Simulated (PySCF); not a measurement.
# CdTe+: bond curves at several levels of theory

Aim: find the lowest electronic state of CdTe+, scan its bond at several levels of theory, and get bond length, wavenumber and dissociation energy from each curve.

Computed with PySCF 2.14.0. Level: Cd def2-SVP with ECP28, Te def2-SVP with ECP28, scalar-relativistic core potentials.

### 1 Set-up

Settings of the job:

| Property | Result |
| --- | --- |
| atoms | Cd, Te |
| charge | 1 |
| basis | Cd def2-SVP with ECP28, Te def2-SVP with ECP28 |
| Hamiltonian | scalar-relativistic core potentials |
| basis functions | 57 |
| electrons treated | 43 |
| masses in u | 113.9034, 129.9062 |
| levels | PBE0, PBE, r²SCAN, TPSS, MN15, r²SCANh, HF, MP2, SCS-MP2 |
| grid | 80 radial by 434 angular points |
| occupations | held fixed by the projection of orbital angular momentum |
| dissociation limit | Cd+ + Te, each in its ground configuration |
| starting distance in angstrom | 2.820 |
| values of 2S to try | 1, 3 |

Launch:

```bash
$ OMP_NUM_THREADS=1 python dia.py task.json out
```

The runs that follow: The PBE0 curve of the state that the search chose; Other states along the same grid; PBE (GGA); r²SCAN (meta-GGA); TPSS (meta-GGA); MN15; r²SCANh; ROHF (mean field).

Q: Predict the outcome of this session. Wanted: for each run, Re; ωe; De; μ.

**Answer**, as computed:

Lowest PBE0 solution found, without spin–orbit coupling: ²Π (doublet), unpaired electrons π ↑. State 2 has its PBE0 minimum 0.19 eV higher. State 3 has its PBE0 minimum 0.43 eV higher, as a spin-mixed determinant (⟨S²⟩ = 1.76), so this is no gap between pure states. State 4 has its PBE0 minimum 0.70 eV higher, as a spin-mixed determinant (⟨S²⟩ = 1.76), so this is no gap between pure states. The other levels ran on the lowest alone.

```tsv
level	Re (Å)	ωe (cm⁻¹)	De (eV)	μ (D)
ROHF	2.688	188.4	0.458	-6.60
ROHF-MP2	2.648	193.6	1.50	n/a
ROHF-SCS-MP2	2.668	186.8	1.44	n/a
PBE	2.674	176.6	2.14	-3.90
TPSS	2.662	180.5	2.02	-4.29
r²SCAN	2.643	187.5	1.90	-4.48
r²SCANh	2.640	189.6	1.81	-4.66
PBE0	2.653	185.9	1.83	-4.62
MN15	2.651	183.3	1.90	-4.14
```

De is counted to Cd+ + Te in their ground configurations. A positive dipole points from Cd to Te; in an ion it is taken about the centre of mass and does not tell which atom is negative.

What this shows: The methods spread over 0.048 Å in bond length, from r²SCANh to ROHF. Of the levels with a De here, ROHF gives the least (0.458 eV) and PBE the most (2.14 eV).

Correlated steps freeze 4 core orbitals. Spin–orbit coupling is left out, which matters for elements this heavy, above all for dissociation energies. With spin–orbit coupling the term label itself may not hold.
